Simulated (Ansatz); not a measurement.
**CH₆GaNSi: basis-set convergence**

One table from this session's results is given with a row withheld; the runs are named, their logs left out.

Computed with Ansatz 0.2.0, Gaussian basis. Level: one geometry, several basis sets.

Levels to be run: PBE0-D4/def2-SVP; ωB97M-V/def2-SVP; PBE0-D4/def2-QZVPP; ωB97M-V/def2-QZVPP; the functionals' def2-TZVPP values are taken from earlier runs.

**The geometry**

An earlier PBE0-D4 in a triple-zeta def2 set relaxation fixed the geometry.

SMILES `N=C[SiH2][GaH2]`, 10 atoms, charge 0, spin multiplicity 1.

Atoms are counted from 1 here; the program's logs count them from 0.

Bond lengths: N1–C2 1.280 Å, N1–H5 1.019 Å, C2–Si3 1.923 Å, C2–H6 1.095 Å, Si3–Ga4 2.445 Å, Si3–H7 1.493 Å, Si3–H8 1.493 Å, Ga4–H9 1.573 Å, Ga4–H10 1.573 Å. Angles: C2–N1–H5 117.6°, N1–C2–Si3 107.4°, N1–C2–H6 120.0°, Si3–C2–H6 132.6°, C2–Si3–Ga4 77.8°, C2–Si3–H7 106.9°, C2–Si3–H8 107.0°, Ga4–Si3–H7 125.1°, Ga4–Si3–H8 125.2°, H7–Si3–H8 106.1°, Si3–Ga4–H9 118.5°, Si3–Ga4–H10 118.5°, H9–Ga4–H10 121.1°.

Set-up of the first run:

in.yaml

```yaml
crystal:
  periodic: [false, false, false]
  atoms:
    - {symbol: N, position_ang: [-0.134582, 1.091079, -0.623957]}
    - {symbol: C, position_ang: [-0.207000, 1.018984, 0.651892]}
    - {symbol: Si, position_ang: [0.056270, -0.821906, 1.140241]}
    - {symbol: Ga, position_ang: [0.231863, -0.902546, -1.297610]}
    - {symbol: H, position_ang: [-0.253771, 2.008510, -1.052302]}
    - {symbol: H, position_ang: [-0.391061, 1.923694, 1.241294]}
    - {symbol: H, position_ang: [-1.141638, -1.237982, 1.928714]}
    - {symbol: H, position_ang: [1.210143, -0.860715, 2.087245]}
    - {symbol: H, position_ang: [-1.034054, -1.327656, -2.128065]}
    - {symbol: H, position_ang: [1.663830, -0.891462, -1.947452]}
basis:
  gaussian: {orbitals: def2-SVP}
hamiltonian: {xc: pbe0, dispersion: d4}
output: {orbitals: {seedname: orbitals}}
```

Started as:

```
ansatz run in.yaml --threads 4 --pin off --events-out ev --progress --plain --max-ram 10444MiB
```

Steps of the session up to this table: PBE0-D4 in def2-SVP; ωB97M-V in def2-SVP; PBE0-D4 in def2-QZVPP; ωB97M-V in def2-QZVPP.

One table of the session follows, with a row left open; its other results are not shown here.

It belongs to the step «Density functionals: the series». 

```
functional       basis  HOMO (eV)
   PBE0-D4    def2-SVP      -6.87
   PBE0-D4  def2-TZVPP      -6.88
   PBE0-D4  def2-QZVPP      -6.89
   ωB97M-V    def2-SVP          ?
   ωB97M-V  def2-TZVPP      -8.90
   ωB97M-V  def2-QZVPP      -8.90
```

Q: Estimate the row for ωB97M-V, def2-SVP from the others.

The run gave: HOMO (eV): -8.85. In the column «HOMO (eV)» it lies between ωB97M-V, def2-QZVPP (-8.90) and PBE0-D4, def2-QZVPP (-6.89).
